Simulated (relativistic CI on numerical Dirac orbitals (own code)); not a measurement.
# Bi LXIV (Bi⁶³⁺): levels and lines, part 2 of 2

The task is the spectrum of Bi⁶³⁺: levels, purity of their labels, lifetimes and lines; runs with one setting changed show what the result hangs on.

Calculated with an in-house relativistic CI code, version 4; Dirac-Coulomb-Breit CI, KLI orbitals optimised for each configuration. The steps go on from the part before.

### 3 Non-relativistic limit (c × 1000)

The run's settings:

```ini
atom Bi  Z=83  charge=63  electrons=20
nucleus A=209  rms_radius_fm=5.5211
hamiltonian dirac-coulomb  breit=off  qed=off  c_scale=1000
orbitals kli  potential=per-configuration
slater_scale 1
correlation none
mixing on
configurations
  [Ar] 3d2
  [Ne] 3s2 3p5 3d3
  [Ne] 3s 3p6 3d3
  [Ar] 3d 4s
  [Ar] 3d 4p
  [Ar] 3d 4d
  [Ne] 3s2 3p5 3d2 4s
  [Ar] 3d 4f
  [Ne] 3s2 3p5 3d2 4p
  [Ne] 3s2 3p5 3d2 4d
  [Ne] 3s 3p6 3d2 4s
  [Ar] 4s2
  [Ne] 3p6 3d3 4p
  [Ne] 3s 3p6 3d2 4p
  [Ar] 4s 4p
  [Ar] 3d 5s
  [Ar] 3d 5d
  [Ar] 3d 5g
  [Ne] 3p6 3d4
  [Ne] 3p5 3d5
  [Ne] 3p5 3d4 4s
  [Ne] 3p6 3d3 4s
  [Ne] 3p5 3d3 4s2
  [Ar] 4s 4d
  [Ne] 3s2 3p5 4s2 4d
  [Ar] 4p2
  [Ne] 3s2 3p5 4s 4p2
  [Ne] 3s 3p6 3d 4s2
  [Ne] 3s 3p6 4s2 4p
  [Ne] 3s 3p6 4s2 4d
end
```

Main fields:

```text
{
  "status": "converged",
  "levels [i, E_cm, J2, conf, term, w_term, w_jj]": [
    [0, 0, 4, "3s2 3p6 3d2", "3F", 0.9992, 0.6715],
    [1, 0.62386901, 6, "3s2 3p6 3d2", "3F", 0.9992, 0.9992],
    [2, 1.4556902, 8, "3s2 3p6 3d2", "3F", 0.9992, 0.7994],
    [3, 114517.18, 4, "3s2 3p6 3d2", "1D", 0.9983, 0.4791],
    [4, 131694.97, 0, "3s2 3p6 3d2", "3P", 0.9977, 0.5986],
    [5, 131695.18, 2, "3s2 3p6 3d2", "3P", 0.9977, 0.9977],
    [6, 131695.59, 4, "3s2 3p6 3d2", "3P", 0.9977, 0.5028],
    [7, 181557.21, 8, "3s2 3p6 3d2", "1G", 0.9988, 0.799],
    [8, 454326.73, 0, "3s2 3p6 3d2", "1S", 0.9993, 0.5996],
    [9, 2164698.8, 4, "3s2 3p5 3d3", "5S*", 0.9998, 0.3267],
    [10, 2183456.9, 0, "3s2 3p5 3d3", "5D*", 0.9998, 0.3922],
    [11, 2183457, 2, "3s2 3p5 3d3", "5D*", 0.9998, 0.3064],
    [12, 2183457.2, 4, "3s2 3p5 3d3", "5D*", 0.9998, 0.3104],
    [13, 2183457.6, 6, "3s2 3p5 3d3", "5D*", 0.9998, 0.3173],
    [14, 2183458, 8, "3s2 3p5 3d3", "5D*", 0.9998, 0.3878],
    [15, 2210628.7, 2, "3s2 3p5 3d3", "5F*", 0.9998, 0.2762],
    "... 384 more rows left out ..."
  ],
  "n_levels_all": 2053,
  "total_energy [Ha]": -15912.649869,
  "configurations [conf, odd, states, E_av_cm, breit_Ha, qed_Ha, corr_Ha]": [
    ["3s2 3p6 3d2", 0, 45, 93024.1, 0, 0, "-"],
    ["3s2 3p5 3d3", 1, 720, 2.61215e+06, 0, 0, "-"],
    ["3s 3p6 3d3", 0, 240, 4.36454e+06, 0, 0, "-"],
    ["3s2 3p6 3d 4s", 0, 20, 2.37646e+07, 0, 0, "-"],
    ["3s2 3p6 3d 4p", 1, 60, 2.44591e+07, 0, 0, "-"],
    ["3s2 3p6 3d 4d", 0, 100, 2.55266e+07, 0, 0, "-"],
    ["3s2 3p5 3d2 4s", 1, 540, 2.6169e+07, 0, 0, "-"],
    ["3s2 3p6 3d 4f", 1, 140, 2.65755e+07, 0, 0, "-"],
    ["3s2 3p5 3d2 4p", 0, 1620, 2.68672e+07, 0, 0, "-"],
    ["3s2 3p5 3d2 4d", 1, 2700, 2.7931e+07, 0, 0, "-"],
    ["3s 3p6 3d2 4s", 0, 180, 2.79195e+07, 0, 0, "-"],
    ["3s2 3p6 4s2", 0, 1, 4.7856e+07, 0, 0, "-"],
    ["3p6 3d3 4p", 1, 720, 3.28563e+07, 0, 0, "-"],
    ["3s 3p6 3d2 4p", 1, 540, 2.8598e+07, 0, 0, "-"],
    "... 16 more rows left out ..."
  ]
}
```

Run time: 1.6 s. Hardware: 1 thread of Arm Neoverse N1, shared host.

Shifts of the excitation energies against the main run, counted from its lowest level (eV): (levels that can't be paired are left out)

| level | main run | shift |
| --- | --- | --- |
| 3d2 [3d3/2^2] J=0 | 28.65 | -12.32 |
| 3d2 3F3 | 125.66 | -125.66 |
| 3d2 3P1 | 144.21 | -127.88 |
| 3d2 [3d5/2^2] J=0 | 300.24 | -243.92 |
| 3p5 3d3 [3p3/2^3 3d3/2^3] J=1° | 325.29 | -54.58 |

### 4 One common potential

Changes to the settings of step 3:

```diff
@@ -2,4 +2,4 @@
 nucleus A=209  rms_radius_fm=5.5211
-hamiltonian dirac-coulomb  breit=off  qed=off  c_scale=1000
-orbitals kli  potential=per-configuration
+hamiltonian dirac-coulomb  breit=on  qed=on  c_scale=1
+orbitals kli  potential=mean
 slater_scale 1
```

Main fields:

```text
{
  "status": "converged",
  "levels [i, E_cm, J2, conf, term, w_term, w_jj]": [
    [0, 0, 4, "3s2 3p6 3d2", "3F", 0.7138, 0.9975],
    [1, 231034.81, 0, "3s2 3p6 3d2", "3P", 0.6696, 0.9943],
    [2, 1013625.1, 6, "3s2 3p6 3d2", "3F", 0.9997, 0.9997],
    [3, 1113275.6, 4, "3s2 3p6 3d2", "3P", 0.4972, 0.9969],
    [4, 1145243.2, 8, "3s2 3p6 3d2", "1G", 0.7346, 0.9937],
    [5, 1163173.1, 2, "3s2 3p6 3d2", "3P", 0.9994, 0.9994],
    [6, 2103446.2, 8, "3s2 3p6 3d2", "3F", 0.7347, 0.9937],
    [7, 2187485.1, 4, "3s2 3p6 3d2", "1D", 0.4727, 0.9989],
    [8, 2421781.2, 0, "3s2 3p6 3d2", "1S", 0.6698, 0.9943],
    [9, 2565329.8, 4, "3s2 3p5 3d3", "3D*", 0.2772, 0.9831],
    [10, 2622008.5, 2, "3s2 3p5 3d3", "5D*", 0.2529, 0.9605],
    [11, 2654000.3, 0, "3s2 3p5 3d3", "3P*", 0.4751, 0.9836],
    "... 388 more rows left out ..."
  ],
  "n_levels_all": 2053,
  "total_energy [Ha]": -17295.869817,
  "configurations [conf, odd, states, E_av_cm, breit_Ha, qed_Ha, corr_Ha]": [
    ["3s2 3p6 3d2", 0, 45, 1.3165e+06, 22.62, 17.71, "-"],
    ["3s2 3p5 3d3", 1, 720, 6.21758e+06, 22.39, 17.67, "-"],
    ["3s 3p6 3d3", 0, 240, 1.15693e+07, 22.47, 17.43, "-"],
    ["3s2 3p6 3d 4s", 0, 20, 2.27354e+07, 22.53, 17.82, "-"],
    ["3s2 3p6 3d 4p", 1, 60, 2.4793e+07, 22.56, 17.73, "-"],
    ["3s2 3p6 3d 4d", 0, 100, 2.67797e+07, 22.47, 17.71, "-"],
    ["3s2 3p5 3d2 4s", 1, 540, 2.75366e+07, 22.3, 17.77, "-"],
    ["3s2 3p6 3d 4f", 1, 140, 2.80564e+07, 22.41, 17.71, "-"],
    ["3s2 3p5 3d2 4p", 0, 1620, 2.95977e+07, 22.32, 17.68, "-"],
    ["3s2 3p5 3d2 4d", 1, 2700, 3.15779e+07, 22.24, 17.67, "-"],
    ["3s 3p6 3d2 4s", 0, 180, 3.29152e+07, 22.37, 17.54, "-"],
    ["3s2 3p6 4s2", 0, 1, 4.45515e+07, 22.46, 17.92, "-"],
    ["3p6 3d3 4p", 1, 720, 4.52204e+07, 22.25, 17.17, "-"],
    ["3s 3p6 3d2 4p", 1, 540, 3.49515e+07, 22.4, 17.45, "-"],
    "... 16 more rows left out ..."
  ]
}
```

Wall time 4 s (1 thread of Arm Neoverse N1, shared host).

Shifts of the excitation energies against the main run, counted from its lowest level (eV):

| level | main run | shift |
| --- | --- | --- |
| 3d2 [3d3/2^2] J=0 | 28.65 | -0.00 |
| 3d2 3F3 | 125.66 | +0.01 |
| 3d2 [3d3/2 3d5/2] J=2 | 138.02 | +0.01 |
| 3d2 [3d3/2 3d5/2] J=4 | 141.98 | +0.01 |
| 3d2 3P1 | 144.21 | +0.01 |
| 3d2 [3d5/2^2] J=4 | 260.78 | +0.02 |
| 3d2 [3d5/2^2] J=2 | 271.20 | +0.02 |
| 3d2 [3d5/2^2] J=0 | 300.24 | +0.02 |
| 3p5 3d3 [3p3/2^3 3d3/2^3] J=2° | 318.26 | -0.20 |
| 3p5 3d3 [3p3/2^3 3d3/2^3] J=1° | 325.29 | -0.20 |
| 3p5 3d3 [3p3/2^3 3d3/2^3] J=0° | 329.26 | -0.20 |
| 3p5 3d3 [3p3/2^3 3d3/2^3] J=3° | 330.37 | -0.20 |

### 5 What each setting moved

This closing draws on all 2 parts.

| run | time | mean size of shift, levels followed (cm⁻¹) | lowest level | ionisation energy (eV) |
| --- | --- | --- | --- | --- |
| main run | 4.6 s | 0 | 3d2 [3d3/2^2] J=2 | 6977.2 |
| non-relativistic limit (c × 1000) | 1.6 s | 910361 | 3d2 3F2 | - |
| one common potential | 4 s | 609 | 3d2 [3d3/2^2] J=2 | - |

The tabulated theoretical ionisation energy (NIST) is 6977 eV.

### 6 Outcome

| quantity | value |
| --- | --- |
| lowest level | 3d2 [3d3/2^2] J=2 |
| first excitation | 3d2 [3d3/2^2] J=0, 231038 cm⁻¹ |
| lowest level of the other parity | 3p5 3d3 [3p3/2^3 3d3/2^3] J=2°, 318.26 eV |
| levels in the model | 2053 |
| fastest E1 line (by rate) to the lowest level among the lowest 400 of 2053 levels | 0.4066 nm, from 3p5 3d2 4s [3p3/2^3 3d3/2^2 4s] J=3° (ii) |
| ionisation energy | 6977.2 eV |
| ionisation energy, tabulated theoretical (NIST) | 6977 eV |

**Reading.** 3d2 [3d3/2^2] J=2 comes out lowest; its LS label holds 71 % and its jj label 100 %; over the low levels the means are 57 and 99 %, so jj coupling describes them better. The ionisation energy agrees with the tabulated theoretical value within its uncertainty of 19 eV. Of the changes tried, the run «non-relativistic limit (c × 1000)» moves the low levels most, by 910361 cm⁻¹ on average. Lifetimes count radiative decay inside the model alone.
